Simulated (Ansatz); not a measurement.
# C₉H₁₀: one species, many methods

An exercise on one series of results from a longer session: the logs are not shown, and one member is left open.

The runs use Ansatz 0.2.0, Gaussian basis; functionals in def2-TZVPP, the program's frozen cores in correlated methods.

The runs, in order: LDA (SPW92), PBE-D4, revPBE-D4, BLYP-D4, r2SCAN-D4, B97M-V, PBE0-D4, B3LYP-D4, r2SCANh-D4, r2SCAN0-D4, HSE06-D4, BHLYP-D4, CAM-B3LYP-D4, LC-ωPBE, ωB97X-V, ωB97M-V, B2PLYP, PBE-QIDH; CCSD(T)/def2-SVP; CCSD(T)/def2-TZVPP; MP2/def2-QZVPP; extrapolation to the limit; RPA on PBE.

## Structure used throughout

All runs share one geometry, relaxed beforehand with PBE0-D4 in a triple-zeta def2 set.

SMILES `c1ccc(C2CC2)cc1`, 19 atoms, charge 0, spin multiplicity 1.

Atoms are counted from 1 here; the program's logs count them from 0.

Bond lengths: C1–C2 1.386 Å, C1–C9 1.388 Å, C1–H10 1.084 Å, C2–C3 1.386 Å, C2–H11 1.084 Å, C3–C4 1.392 Å, C3–H12 1.085 Å, C4–C5 1.480 Å, C4–C8 1.394 Å, C5–C6 1.505 Å, C5–C7 1.505 Å, C5–H13 1.084 Å, C6–C7 1.490 Å, C6–H14 1.083 Å, C6–H15 1.083 Å, C7–H16 1.083 Å, C7–H17 1.083 Å, C8–C9 1.385 Å and more. Angles: C2–C1–C9 119.3°, C2–C1–H10 120.4°, C9–C1–H10 120.3°, C1–C2–C3 120.2°, C1–C2–H11 120.1°, C3–C2–H11 119.7°, C2–C3–C4 121.1°, C2–C3–H12 119.7°, C4–C3–H12 119.1°, C3–C4–C5 119.6°, C3–C4–C8 118.1°, C5–C4–C8 122.3°, C4–C5–C6 121.1°, C4–C5–C7 121.1°, C4–C5–H13 113.7°, C6–C5–C7 59.4°, C6–C5–H13 115.6°, C7–C5–H13 115.6° and more.

Geometry (Å):

```
C     2.52277   -0.46884    1.13946
C     2.17169   -1.37490    0.15138
C     0.95118   -1.26193   -0.49645
C     0.05615   -0.24521   -0.17391
C    -1.23713   -0.15598   -0.88694
C    -1.85638    1.17707   -1.20942
C    -2.48454    0.30136   -0.18046
C     0.42198    0.65948    0.82202
C     1.64021    0.54945    1.47102
H     3.47593   -0.55395    1.64812
H     2.85094   -2.17581   -0.11853
H     0.68391   -1.97564   -1.26908
H    -1.37844   -0.93062   -1.63249
H    -1.32261    2.05858   -0.87538
H    -2.34969    1.28562   -2.16719
H    -3.41392   -0.19807   -0.42398
H    -2.38310    0.58067    0.86129
H    -0.25191    1.46389    1.09818
H     1.90295    1.26483    2.24237
```

The first run:

in.yaml reads:

```yaml
crystal:
  periodic: [false, false, false]
  atoms:
    - {symbol: C, position_ang: [2.522767, -0.468837, 1.139463]}
    - {symbol: C, position_ang: [2.171688, -1.374900, 0.151376]}
    - {symbol: C, position_ang: [0.951178, -1.261930, -0.496447]}
    - {symbol: C, position_ang: [0.056145, -0.245209, -0.173914]}
    - {symbol: C, position_ang: [-1.237128, -0.155979, -0.886944]}
    - {symbol: C, position_ang: [-1.856377, 1.177068, -1.209418]}
    - {symbol: C, position_ang: [-2.484543, 0.301362, -0.180465]}
    - {symbol: C, position_ang: [0.421984, 0.659478, 0.822015]}
    - {symbol: C, position_ang: [1.640212, 0.549452, 1.471021]}
    - {symbol: H, position_ang: [3.475925, -0.553947, 1.648124]}
    - {symbol: H, position_ang: [2.850940, -2.175809, -0.118529]}
    - {symbol: H, position_ang: [0.683914, -1.975643, -1.269078]}
    - {symbol: H, position_ang: [-1.378438, -0.930622, -1.632489]}
    - {symbol: H, position_ang: [-1.322606, 2.058578, -0.875379]}
    - {symbol: H, position_ang: [-2.349693, 1.285621, -2.167194]}
    - {symbol: H, position_ang: [-3.413919, -0.198071, -0.423982]}
    - {symbol: H, position_ang: [-2.383104, 0.580671, 0.861286]}
    - {symbol: H, position_ang: [-0.251908, 1.463888, 1.098181]}
    - {symbol: H, position_ang: [1.902954, 1.264826, 2.242372]}
basis:
  gaussian: {orbitals: def2-TZVPP}
hamiltonian: {xc: lda}
output: {orbitals: {seedname: orbitals}}
```

On the command line:

```sh
$ ansatz run in.yaml --threads 2 --pin off --events-out ev --progress --plain --max-ram 32768MiB --backend cuda --devices 0, --max-vram 18GiB
```

Among the steps run: LDA; PBE-D4 (GGA); revPBE-D4 (GGA); BLYP-D4 (GGA); r2SCAN-D4 (meta-GGA); B97M-V (meta-GGA); B3LYP-D4 (hybrid); r2SCANh-D4 (hybrid); r2SCAN0-D4 (hybrid); HSE06-D4 (hybrid); BHLYP-D4 (hybrid); CAM-B3LYP-D4 (range-separated); LC-ωPBE (range-separated); ωB97X-V (range-separated); ωB97M-V (range-separated); B2PLYP (double hybrid); PBE-QIDH (double hybrid).

One of the session's tables, all rows but one given; the rest of the session is left out.

It belongs to the step «Orbital energies across the functionals». 

```
  functional  HOMO (eV)  gap (eV)
 LDA (SPW92)      -5.87      4.56
      PBE-D4      -5.67      4.61
   revPBE-D4      -5.60      4.63
     BLYP-D4      -5.49      4.59
   r2SCAN-D4      -5.82      4.94
      B97M-V      -5.81      5.00
     PBE0-D4      -6.64      6.47
    B3LYP-D4      -6.43      6.08
  r2SCANh-D4          ?         ?
  r2SCAN0-D4      -6.74      6.67
    HSE06-D4      -6.25      5.71
    BHLYP-D4      -7.42      8.28
CAM-B3LYP-D4      -7.82      8.74
     LC-ωPBE      -9.10     11.02
     ωB97X-V      -8.75     10.66
     ωB97M-V      -8.68     10.50
```

Estimate the missing values for r2SCANh-D4.

Worked estimate for «HOMO (eV)». Against the share of exact exchange, r2SCAN-D4 (0, -5.82), r2SCAN0-D4 (0.25, -6.74) give a slope of -3.68 per unit share; at 0.1 the line stands at -6.19.

As computed: HOMO (eV): -6.19; gap (eV): 5.63. In «HOMO (eV)» the line misses by 0.00.
